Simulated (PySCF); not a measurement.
# CeCl3H3N (Ce(Cl)3(NH3)): the cost of one run

The runs use PySCF 2.14.0; PBE0, Ce lcecp-1-SVP with ECP47, Cl def2-SVP, N def2-SVP, H def2-SVP; scalar-relativistic core potentials, no spin–orbit coupling.

1 further run of the same task is left out (for a known fault of the program).

## 1. Where the work starts

8 atoms, charge 0, spin multiplicity 1.

Bond lengths: Ce1–Cl2 2.704 Å, Ce1–Cl3 2.704 Å, Ce1–Cl4 2.704 Å, Ce1–N5 2.607 Å, N5–H6 1.020 Å, N5–H7 1.020 Å, N5–H8 1.020 Å. Angles: Cl2–Ce1–Cl3 109.5°, Cl2–Ce1–Cl4 109.5°, Cl2–Ce1–N5 109.5°, Cl3–Ce1–Cl4 109.5°, Cl3–Ce1–N5 109.5°, Cl4–Ce1–N5 109.5°, Ce1–N5–H6 113.0°, Ce1–N5–H7 113.0°, Ce1–N5–H8 113.0°, H6–N5–H7 105.8°, H6–N5–H8 105.8°, H7–N5–H8 105.8°.

Coordinates:

```mol
CeCl3H3N
  3D, bonds by distance, orders not assigned

  8  7  0  0  0  0  0  0  0  0999 V2000
    0.0000    0.0000    0.0000 Ce  0  0
    1.5611    1.5611    1.5611 Cl  0  0
   -1.5611   -1.5611    1.5611 Cl  0  0
    1.5611   -1.5611   -1.5611 Cl  0  0
   -1.5054    1.5054   -1.5054 N   0  0
   -2.1186    2.1186   -0.9684 H   0  0
   -0.9684    2.1186   -2.1186 H   0  0
   -2.1186    0.9684   -2.1186 H   0  0
  1  2  8  0
  1  3  8  0
  1  4  8  0
  1  5  8  0
  5  6  8  0
  5  7  8  0
  5  8  8  0
M  END
```

Formal oxidation states: Ce +3. Each metal's 1 4f electrons lie in its core potential, so multiplicities, spins and levels count the valence alone.

## 2. SCF at the start, singlet

File run.py (the lines that set the calculation):

```python
mol = gto.M(atom='''
Ce     0.00000     0.00000     0.00000
Cl     1.56110     1.56110     1.56110
Cl    -1.56110    -1.56110     1.56110
Cl     1.56110    -1.56110    -1.56110
N     -1.50540     1.50540    -1.50540
H     -2.11860     2.11860    -0.96840
H     -0.96840     2.11860    -2.11860
H     -2.11860     0.96840    -2.11860''',
    basis={'Ce': 'lcecp-1-SVP', 'Cl': 'def2-SVP', 'N': 'def2-SVP', 'H': 'def2-SVP'},
    ecp={'Ce': 'lcecp-1-SVP'},
    charge=0, spin=0)
mf = dft.RKS(mol, xc='PBE0')
mf.grids.atom_grid = (50, 194)  # f atoms: unpruned, at least (60, 302)
mf = mf.density_fit()  # fitting sets: Ce AutoAux, Cl def2-universal-JKFIT, N def2-universal-JKFIT, H def2-universal-JKFIT
mf.conv_tol = 1e-08; mf.max_cycle = 55
mf.kernel(dm0)  # dm0: free metal ions and neutral atoms
```

On the command line:

```console
> OMP_NUM_THREADS=2 python run.py
```

What time and memory should one allow on 2 threads of Intel Xeon 6975P-C (Granite Rapids), shared host?

About 2.6 s, with a peak of 0.65 GiB.
